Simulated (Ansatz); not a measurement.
The system is GeSb4Te7.

```
CELL_PARAMETERS angstrom
4.28930 0.00000 0.00000
-2.14465 3.71464 0.00000
0.00000 0.00000 24.63778
ATOMIC_POSITIONS crystal
Te 0.00000 0.00000 0.28102
Te 0.00000 0.00000 0.00000
Te 0.33333 0.66667 0.56861
Te 0.66667 0.33333 0.43139
Te 0.00000 0.00000 0.71898
Te 0.66667 0.33333 0.15027
Te 0.33333 0.66667 0.84973
Sb 0.66667 0.33333 0.65025
Sb 0.33333 0.66667 0.08110
Sb 0.33333 0.66667 0.34975
Sb 0.66667 0.33333 0.91890
Ge 0.00000 0.00000 0.50000
```

The cell is a database's computed one.

Program: Ansatz 0.2.0. Alike in all runs: potentials or basis Ansatz PAW; no spin polarisation; cell as given; cutoff (eV) 420; smearing fermi-dirac 0.05 eV.

Problem. Order these runs on this cell by their band gap on the k mesh, lowest first.
A. level PBEsol; k mesh 7 × 7 × 2; points for each segment of the path 10
B. level HSE06; k mesh 6 × 6 × 2
C. level PBE0; k mesh 6 × 6 × 2

Solution. A (0.37 eV), B (0.71 eV), C (1.18 eV).

Caveats: spin-orbit coupling is left out, which moves the levels of the heavy elements.

A k mesh can miss the band edges.

Not every run made on this cell is shown here.
